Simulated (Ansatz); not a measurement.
# Re2SbRh2: the cost of one run

Program: Ansatz 0.2.0. Level of theory: DFT PBE, scalar-relativistic, plane waves, PAW. These are calculated values, not measurements.

## (1) Starting point

The structure is tetragonal, space group I4/mmm (No. 139). Conventional cell: a = 3.946 Å, b = 3.946 Å, c = 10.353 Å, α = 90.00°, β = 90.00°, γ = 90.00°. Around Re (site symmetry -4m2) lie 4 Rh at 2.35 Å. Around Sb (site symmetry 4/mmm) lie 8 Rh at 3.08 Å and 8 Re at 3.25 Å. Around Rh (site symmetry 4mm) lie 4 Re at 2.35 Å and 1 Rh at 2.61 Å.

Structure file:

```
CELL_PARAMETERS angstrom
-1.97285 1.97285 5.17628
1.97285 -1.97285 5.17628
1.97285 1.97285 -5.17628
ATOMIC_POSITIONS crystal
Re 0.25000 0.75000 0.50000
Re 0.75000 0.25000 0.50000
Sb 0.00000 0.00000 0.00000
Rh 0.62600 0.62600 0.00000
Rh 0.37400 0.37400 0.00000
```

(A quick probe on a coarse mesh, which set the mesh and smearing, is not shown.)

## (3) Rough relaxation on the coarse mesh

The input, input.yaml:

```yaml
crystal:
  lattice:
    - [-1.972845367, 1.972845367, 5.1762774481]
    - [1.972845367, -1.972845367, 5.1762774481]
    - [1.972845367, 1.972845367, -5.1762774481]
  atoms:
    - { symbol: Re, position: [0.25, 0.75, 0.5] }
    - { symbol: Re, position: [0.75, 0.25, 0.5] }
    - { symbol: Sb, position: [0.0, 0.0, 0.0] }
    - { symbol: Rh, position: [0.626, 0.626, 0.0] }
    - { symbol: Rh, position: [0.374, 0.374, 0.0] }
basis:
  ecutwfc: 420
kpoints:
  mp_grid: { grid: [6, 6, 6] }
hamiltonian:
  xc: pbe
scf:
  occupations: { method: gaussian, width: 0.1 }
  lower_state_search: "off"
output:
  forces: true
  stress: true
  eigenvalues: true
relax:
  adjacent_minimum: "off"
  f_tol: 0.04
  max_steps: 70
  cell: { stress_tol: 0.4 }
```

Started as:

```
$ ansatz run input.yaml --threads 1 --pin off --max-ram 2560MiB --backend cpu --events-out ev --progress --plain --runs-dir out
```

What time and memory should one allow on 1 thread of Arm Neoverse V1, shared host?

About 95 s, with a peak of 0.41 GiB.
